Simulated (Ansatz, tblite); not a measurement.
# The cluster Sn2F3: isomers from a random search, part 2 of 2

Which shape does the cluster Sn2F3 prefer? Candidates from a tight-binding search are relaxed and compared.

Ansatz 0.2.0, Gaussian basis; relaxed with PBE0-D4/def2-SVP, doublet. Earlier steps stand in the parts before.

### Step 15. Candidate A, PBE0-D4/def2-SVP

Contents of in.yaml:

```yaml
crystal:
  periodic: [false, false, false]
  atoms:
    - {symbol: Sn, position_ang: [-0.057793, -0.822002, -1.345594]}
    - {symbol: Sn, position_ang: [-0.569056, 0.762212, 1.254285]}
    - {symbol: F, position_ang: [1.181534, 0.107478, 0.164498]}
    - {symbol: F, position_ang: [-0.528689, -0.874413, 2.334998]}
    - {symbol: F, position_ang: [-0.026006, 0.826735, -2.408187]}
basis:
  gaussian: {orbitals: def2-SVP, initial_orbitals: start.molden}
magnetization: {spin_polarized: true, initial_magnetization: 1}
hamiltonian: {xc: pbe0, dispersion: d4}
scf: {omitted_lower_state_checks: [starts]}
output: {orbitals: {seedname: orbitals}}
```

Command:

```sh
ansatz run in.yaml --threads 4 --pin off --events-out ev --progress --plain --max-ram 4787MiB
```

The program printed:

```text
Functional definition: PBE0
  name "PBE0"
  cite "Adamo & Barone, J. Chem. Phys. 110, 6158 (1999) doi:10.1063/1.478522"
  cite "Perdew, Burke & Ernzerhof, Phys. Rev. Lett. 77, 3865 (1996) doi:10.1103/PhysRevLett.77.3865"
  parent pbe
  parameter a = 0.25
  parameter kappa = 0.804
  parameter beta = 0.06672455060314922
  exchange = (1 - a)*pbe_x(kappa = kappa, mu = beta*pi^2/3) + a*exact_x
  correlation = pbe_c(beta = beta)
these checks for a lower state are left out or cut short: starts
1063 factors; integrals over basis functions are off by at most 2.1e-4 eV
mean field evaluation 1: about -19802.3069 eV, gradient 2.3e1 eV
mean field evaluation 2: about -19802.7044 eV, gradient 5.2e-1 eV
mean field evaluation 4: about -19802.8009 eV, gradient 3.2e-3 eV
mean field -19802.80086634 eV, -727.7395090174 hartree, gradient 1.8e-5 eV, S^2 0.756306; 0 other end points of the search recorded, 0 dependent functions left out
reference -19802.80089608 eV, -727.7395101104 hartree; 36, 35 occupied and 58, 59 virtual orbitals, 1063 factors
Total energy: -19802.93559423 eV, -727.7444601761 hartree
Checks for a lower state left out: starts
```

Wall time 1.8 s (4 threads of Arm Neoverse V2, shared host).

From the report: HOMO -5.64 eV, LUMO -3.32 eV (over both spins); ⟨S²⟩ 0.756 (pure: 0.75).

### Step 16. Candidate A, CCSD(T)/def2-SVP

in.yaml: that of step 15 with these lines changed.

```diff
@@ -11,4 +11,4 @@
 magnetization: {spin_polarized: true, initial_magnetization: 1}
-hamiltonian: {xc: pbe0, dispersion: d4}
-scf: {omitted_lower_state_checks: [starts]}
+correlation: {method: ccsd_t}
+scf: {omitted_lower_state_checks: [starts, cluster_reference]}
 output: {orbitals: {seedname: orbitals}}
```

The command is unchanged.

The program printed, shortened:

```text
Functional definition: HF
  name "HF"
  cite "Fock, Z. Phys. 61, 126 (1930) doi:10.1007/BF01340294"
  parent pbe
[...]
1063 factors; integrals over basis functions are off by at most 2.1e-4 eV
[...]
mean field -19725.22241349 eV, -724.8885534599 hartree, gradient 4.8e-6 eV, S^2 0.808157; 0 other end points of the search recorded, 0 dependent functions left out
11 core orbitals not correlated: weight in the atoms' cores, before any rotation towards them, 1.000 or more for the frozen orbitals, at most 0.000 for the correlated occupied ones
reference -19725.22241349 eV, -724.8885534599 hartree; 25, 24 occupied and 58, 59 virtual orbitals, 1063 factors
second order -19.95700579 eV of doubles, -0.00000000 eV of singles
cycle   1  -19.76584449 eV  change    1.9e-1 eV  update   1.5e-1
[...]
cycle  12  -20.51302072 eV  change   -4.7e-8 eV  update   3.4e-5
perturbative correction -0.45300123 eV, -0.0166474880 hartree
Total energy: -19746.18843544 eV, -725.6590405551 hartree
Checks for a lower state left out: starts, cluster_reference
```

It took 29 s on 4 threads of Arm Neoverse V2, shared host; peak memory 1 GiB.

From the report: Hartree-Fock HOMO -7.82 eV, LUMO -0.38 eV (over both spins); ⟨S²⟩ 0.808 (pure: 0.75); T1 0.018.

### Step 17. Candidate A, MP2/def2-TZVP

in.yaml: that of step 16 with these lines changed.

```diff
@@ -9,6 +9,6 @@
 basis:
-  gaussian: {orbitals: def2-SVP, initial_orbitals: start.molden}
+  gaussian: {orbitals: def2-TZVP, initial_orbitals: start.molden}
 magnetization: {spin_polarized: true, initial_magnetization: 1}
-correlation: {method: ccsd_t}
-scf: {omitted_lower_state_checks: [starts, cluster_reference]}
+correlation: {method: mp2}
+scf: {omitted_lower_state_checks: [starts]}
 output: {orbitals: {seedname: orbitals}}
```

The command is unchanged.

The program printed:

```text
Functional definition: HF
  name "HF"
  cite "Fock, Z. Phys. 61, 126 (1930) doi:10.1007/BF01340294"
  parent pbe
  exchange = exact_x
  correlation = 0
these checks for a lower state are left out or cut short: starts
1581 factors; integrals over basis functions are off by at most 8.6e-4 eV
mean field evaluation 1: about -19734.9427 eV, gradient 2.0e1 eV
mean field evaluation 2: about -19736.2216 eV, gradient 1.5e0 eV
mean field evaluation 4: about -19736.2788 eV, gradient 1.1e-1 eV
mean field evaluation 8: about -19736.2789 eV, gradient 1.4e-5 eV
mean field -19736.27894294 eV, -725.2948734226 hartree, gradient 1.1e-6 eV, S^2 0.814682; 0 other end points of the search recorded, 0 dependent functions left out
11 core orbitals not correlated: weight in the atoms' cores, before any rotation towards them, 1.000 or more for the frozen orbitals, at most 0.000 for the correlated occupied ones
reference -19736.27894294 eV, -725.2948734226 hartree; 25, 24 occupied and 157, 158 virtual orbitals, 1581 factors
second order -36.91878788 eV of doubles, -0.00000000 eV of singles
Total energy: -19773.19773081 eV, -726.6516138526 hartree
Checks for a lower state left out: starts
```

It took 5.5 s on 4 threads of Arm Neoverse V2, shared host; peak memory 0.6 GiB.

From the report: Hartree-Fock HOMO -8.00 eV, LUMO -0.38 eV (over both spins); ⟨S²⟩ 0.815 (pure: 0.75).

### Step 18. A against B

The energies of B at these levels come from its own runs, whose logs aren't repeated here.

Differences are taken before rounding.

| method | A above B (eV) | from CCSD(T)/def2-SVP (eV) | time |
| --- | --- | --- | --- |
| GFN1-xTB | -0.445 | -1.258 | 0.006 s |
| GFN2-xTB | -0.406 | -1.218 | 0.006 s |
| HF/def2-SVP | 1.003 | +0.190 |  |
| HF/def2-TZVP | 0.686 | -0.126 |  |
| PBE-D4/def2-SVP | 0.357 | -0.456 | 2.6 s |
| PBE-D4/def2-TZVP | 0.129 | -0.684 | 6.5 s |
| r2SCAN-D4/def2-TZVP | 0.256 | -0.557 | 16 s |
| PBE0-D4/def2-SVP | 0.530 | -0.283 | 3.9 s |
| PBE0-D4/def2-TZVP | 0.276 | -0.536 | 9.6 s |
| r2SCAN0-D4/def2-TZVP | 0.361 | -0.451 | 20 s |
| LC-ωPBE/def2-TZVP | 0.425 | -0.387 | 8.3 s |
| ωB97M-V/def2-TZVP | 0.494 | -0.319 | 34 s |
| MP2/def2-SVP | 0.856 | +0.044 |  |
| MP2/def2-TZVP | 0.529 | -0.284 | 12 s |
| CCSD/def2-SVP | 0.855 | +0.043 |  |
| CCSD(T)/def2-SVP | 0.812 | 0 | 56 s |

Among the levels timed on like hardware and quicker than the yardstick, those that no quicker one beats, quickest first: GFN2-xTB (0.006 s, -1.218 eV); PBE-D4/def2-SVP (2.6 s, -0.456 eV); PBE0-D4/def2-SVP (3.9 s, -0.283 eV).

Times add the two runs; a level without a time comes out of a correlated run.

### Step 19. Summary of results

This closing draws on all 2 parts.

```
                   quantity               value
A above B, CCSD(T)/def2-SVP           +0.812 eV
    levels that put A lower  GFN1-xTB, GFN2-xTB
```

The levels disagree on A and B: 2 of 16 put A lower. The yardstick is in a double-zeta basis, so levels in larger sets aren't compared like for like. The reference is CCSD(T) in one finite basis, so it carries an error of its own, often a tenth of an eV or more, and near misses can't be ranked. The search was small, so a lower isomer may exist. Only doublets are compared; another spin may lie lower and prefer another shape.
